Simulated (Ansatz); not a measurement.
**wB97M-V/def2-SVP (core potential) run of CH2FI (fluoroiodomethane)**

Aim: the electronic atomisation energy of CH2FI (fluoroiodomethane) at wB97M-V/def2-SVP (core potential), from 5 runs. 

The results are computed with Ansatz 0.2.0.

### Step 1. The molecule

The species is CH2FI (5 atoms), typed as a singlet with charge 0. SMILES: `FCI`. The shape is that of a PBE0-D4/def2-TZVP optimisation.

Bond lengths: F1–C2 1.353 Å, C2–I3 2.142 Å, C2–H4 1.088 Å, C2–H5 1.088 Å. Angles: F1–C2–I3 111.0°, F1–C2–H4 109.9°, F1–C2–H5 109.9°, I3–C2–H4 106.6°, I3–C2–H5 106.6°, H4–C2–H5 112.7°.

### Step 2. A single-point energy at wB97M-V/def2-SVP (core potential)

The input, job.yaml:

```yaml
crystal:
  periodic: [false, false, false]
  atoms:
    - {symbol: F, position_ang: [1.196300, 0.710900, -0.175500]}
    - {symbol: C, position_ang: [0.160600, -0.114100, 0.103400]}
    - {symbol: I, position_ang: [-1.632300, 0.547900, -0.864200]}
    - {symbol: H, position_ang: [0.368100, -1.112000, -0.277200]}
    - {symbol: H, position_ang: [-0.042700, -0.106200, 1.172200]}
basis:
  gaussian: {orbitals: def2-SVP}
output: {orbitals: {seedname: orbitals}}
accuracy: high
hamiltonian: {xc: {name: wB97M-V}}
```

Started as:

```console
$ ansatz run job.yaml --threads 1 --pin off --max-ram 3480MiB --events-out events.jsonl --progress --plain --runs-dir runs
```

The log of the run:

```text
Warning: RAYON_NUM_THREADS=1 ignored (pool sized by the plan → 1); use --threads N
Functional definition: wB97M-V
  name "wB97M-V"
  parameter omega = 0.3/bohr
  parameter cx = 0.15
  parameter cx01 = 1.007
  parameter cx10 = 0.259
  parameter css00 = 0.443
  parameter css04 = -1.437
  parameter css10 = -4.535
  parameter css20 = -3.390
  parameter css43 = 4.278
  parameter cos00 = 1.000
  parameter cos10 = 1.358
  parameter cos20 = 2.924
  parameter cos21 = -8.812
  parameter cos60 = -1.390
  parameter cos61 = 9.142
  parameter b = 6.0
  parameter c = 0.01
  gx(w, u) = 1 - cx + cx01*u + cx10*w
  gss(w, u) = css00 + css04*u^4 + css10*w + css20*w^2 + css43*w^4*u^3
  gos(w, u) = cos00 + cos10*w + (cos20 + cos21*u)*w^2 + (cos60 + cos61*u)*w^6
  exchange = spin_sum(e_x_unif_sr(omega)*gx(b97_w, b97_u_x)) + cx*exact_x_sr(omega) + exact_x_lr(omega)
  correlation = spin_sum(e_c_pw_mod_same_spin*gss(b97_w, b97_u_same))
      + integral(e_c_pw_mod_opposite_spin*gos(b97_w_opposite, b97_u_opposite)) + vv10(b, c)
1500 factors; integrals over basis functions are off by at most 3.2e-9 eV
263 factors; integrals over basis functions are off by at most 2.4e-9 eV
mean field evaluation 1: about -11881.2442 eV, gradient 1.9e1 eV
mean field evaluation 2: about -11881.4471 eV, gradient 1.8e1 eV
mean field evaluation 4: about -11881.9179 eV, gradient 3.6e-1 eV
mean field evaluation 8: about -11881.9948 eV, gradient 1.9e-2 eV
mean field evaluation 16: about -11881.9948 eV, gradient 2.5e-5 eV
mean field -11881.99480395 eV, -436.6552551398 hartree, gradient 5.4e-8 eV, S^2 0.000000; 0 other end points of the search recorded, 0 dependent functions left out
reference -11881.99480683 eV, -436.6552552457 hartree; 21, 21 occupied and 43, 43 virtual orbitals, 1500 factors
Total energy: -11881.99480683 eV, -436.6552552457 hartree
```

Wall time 47 s (1 thread of Arm Neoverse V1, shared host); peak memory 0.38 GiB.

### Step 3. The C atom

The input, in.yaml:

```yaml
crystal:
  periodic: [false, false, false]
  atoms:
    - {symbol: C, position_ang: [0.000000, 0.000000, 0.000000]}
basis:
  gaussian:
    orbitals: def2-SVP
magnetization:
  spin_polarized: true
  initial_magnetization: 2
hamiltonian:
  xc: {name: wB97M-V}
accuracy: high
```

Started as:

```console
$ ansatz run in.yaml --threads 1 --pin off --max-ram 3480MiB --events-out events.jsonl --progress --plain --runs-dir runs
```

The log of the run, cut to the lines that bear on the results:

```text
Warning: RAYON_NUM_THREADS=1 ignored (pool sized by the plan → 1); use --threads N
[... 2 set-up lines as earlier in the session ...]
[...]
  gx(w, u) = 1 - cx + cx01*u + cx10*w
  gss(w, u) = css00 + css04*u^4 + css10*w + css20*w^2 + css43*w^4*u^3
  gos(w, u) = cos00 + cos10*w + (cos20 + cos21*u)*w^2 + (cos60 + cos61*u)*w^6
[...]
      + integral(e_c_pw_mod_opposite_spin*gos(b97_w_opposite, b97_u_opposite)) + vv10(b, c)
95 factors; integrals over basis functions are off by at most 1.9e-9 eV
55 factors; integrals over basis functions are off by at most 1.8e-9 eV
[...]
mean field -1028.57619483 eV, -37.7994779659 hartree, gradient 9.4e-8 eV, S^2 2.001813; 0 other end points of the search recorded, 0 dependent functions left out
reference -1028.57619676 eV, -37.7994780371 hartree; 4, 2 occupied and 10, 12 virtual orbitals, 95 factors
Total energy: -1028.57619676 eV, -37.7994780371 hartree
```

Run time: 2 s. Hardware: 1 thread of Arm Neoverse V1, shared host; peak memory 0.15 GiB.

### Step 4. The F atom

The input, molecule.yaml:

```yaml
crystal:
  periodic: [false, false, false]
  atoms:
    - {symbol: F, position_ang: [0.000000, 0.000000, 0.000000]}
basis:
  gaussian: {orbitals: def2-SVP}
magnetization: {spin_polarized: true, initial_magnetization: 1}
hamiltonian: {xc: {name: wB97M-V}}
accuracy: high
```

Started as:

```console
$ ansatz run molecule.yaml --threads 1 --pin off --max-ram 3480MiB --events-out events.jsonl --progress --plain --runs-dir runs
```

The log of the run, cut to the lines that bear on the results:

```text
Warning: RAYON_NUM_THREADS=1 ignored (pool sized by the plan → 1); use --threads N
[... 2 set-up lines as earlier in the session ...]
[...]
  gx(w, u) = 1 - cx + cx01*u + cx10*w
  gss(w, u) = css00 + css04*u^4 + css10*w + css20*w^2 + css43*w^4*u^3
  gos(w, u) = cos00 + cos10*w + (cos20 + cos21*u)*w^2 + (cos60 + cos61*u)*w^6
[...]
      + integral(e_c_pw_mod_opposite_spin*gos(b97_w_opposite, b97_u_opposite)) + vv10(b, c)
95 factors; integrals over basis functions are off by at most 1.3e-9 eV
51 factors; integrals over basis functions are off by at most 4.2e-10 eV
[...]
mean field -2710.64344062 eV, -99.6143091027 hartree, gradient 7.5e-9 eV, S^2 0.751096; 0 other end points of the search recorded, 0 dependent functions left out
reference -2710.64344121 eV, -99.6143091242 hartree; 5, 4 occupied and 9, 10 virtual orbitals, 95 factors
Total energy: -2710.64344121 eV, -99.6143091242 hartree
```

Wall time 2.6 s (1 thread of Arm Neoverse V1, shared host); peak memory 0.16 GiB.

### Step 5. The H atom

The input, run.yaml:

```yaml
crystal:
  periodic: [false, false, false]
  atoms:
    - symbol: H
      position_ang: [0.000000, 0.000000, 0.000000]
basis:
  gaussian: {orbitals: def2-SVP}
magnetization: {spin_polarized: true, initial_magnetization: 1}
hamiltonian: {xc: {name: wB97M-V}}
accuracy: high
```

Run the same way, it converges to -0.49171 Eh (log not shown).

### Step 6. The I atom at the same level

The input, job.yaml:

```yaml
crystal:
  periodic: [false, false, false]
  atoms:
    - symbol: I
      position_ang: [0.000000, 0.000000, 0.000000]
basis:
  gaussian:
    orbitals: def2-SVP
magnetization:
  spin_polarized: true
  initial_magnetization: 1
hamiltonian:
  xc: {name: wB97M-V}
accuracy: high
```

Run the same way, it converges to -297.65513 Eh (log not shown).

### Step 7. Outcome

Level: wB97M-V/def2-SVP (core potential).

```
                     quantity          value
       molecule: total energy  -436.65526 Eh
        molecule: HOMO energy       -9.65 eV
        molecule: LUMO energy        1.21 eV
      molecule: HOMO–LUMO gap       10.86 eV
         C atom: total energy   -37.79948 Eh
                 C atom: ⟨S²⟩          2.002
         F atom: total energy   -99.61431 Eh
                 F atom: ⟨S²⟩          0.751
         H atom: total energy    -0.49171 Eh
                 H atom: ⟨S²⟩          0.750
         I atom: total energy  -297.65513 Eh
                 I atom: ⟨S²⟩          0.752
electronic atomisation energy      16.406 eV
```

What this shows: Taking the molecule apart into free atoms costs 16.41 eV (378 kcal/mol), before zero-point energy and without spin-orbit coupling.
